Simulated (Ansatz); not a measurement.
# AlClF2H3N: the cost of one run

Method: RKS B3LYP/def2-SVP, in Ansatz 0.2.0.

## 1. The structure to begin with

Bond lengths: Al1–N2 2.270 Å, N2–H3 1.060 Å, N2–H4 1.060 Å, Al1–F5 1.690 Å, Al1–F6 1.690 Å, Al1–Cl7 2.530 Å. Angles: Al1–N2–H3 120.0°, Al1–N2–H4 120.0°, H3–N2–H4 120.0°, N2–Al1–F5 120.0°, N2–Al1–F6 120.0°, N2–Al1–Cl7 71.6°, F5–Al1–F6 120.0°, F5–Al1–Cl7 105.4°, F6–Al1–Cl7 92.8°.

As a file:

```xyz
8

Al    0.0000    0.0000    0.0000
N     0.0000    0.0000    2.2700
H    -0.8770   -0.2713    2.8000
H     0.8770    0.2713    2.8000
F     1.4635    0.0000   -0.8450
F    -1.4635    0.0000   -0.8450
Cl   -0.3164    2.3800    0.7978
H    -0.1701    1.2795    2.0062
```

## 2. A restrained relaxation towards end A

Springs on the bonds that form and break draw the guess towards this end; the thresholds are loose.

File input.yaml:

```yaml
crystal:
  periodic: [false, false, false]
  atoms:
    - { symbol: Al, position_ang: [0.0, 0.0, 0.0] }
    - { symbol: "N", position_ang: [0.0, 0.0, 2.27] }
    - { symbol: H, position_ang: [-0.877, -0.2713, 2.8] }
    - { symbol: H, position_ang: [0.877, 0.2713, 2.8] }
    - { symbol: F, position_ang: [1.4635, 0.0, -0.845] }
    - { symbol: F, position_ang: [-1.4635, 0.0, -0.845] }
    - { symbol: Cl, position_ang: [-0.3164, 2.38, 0.7978] }
    - { symbol: H, position_ang: [-0.1701, 1.2795, 2.0062] }
basis:
  gaussian: { orbitals: def2-SVP }
hamiltonian:
  xc: b3lyp
relax:
  f_tol: 0.15
  max_steps: 25
  restrain:
    - { distance: [0, 6], at: 3.43, k: 30.0 }
    - { distance: [7, 1], at: 2.26, k: 30.0 }
    - { distance: [0, 1], at: 1.92, k: 30.0 }
    - { distance: [7, 6], at: 1.37, k: 30.0 }
```

Started as:

```
ansatz run input.yaml --threads 2 --pin off --max-ram 3072MiB --backend cpu --events-out ev --progress --plain --runs-dir out
```

What time and memory should one allow on 2 threads of Intel Xeon 6975P-C (Granite Rapids), shared host?

About 11 s, with a peak of 0.2 GiB.
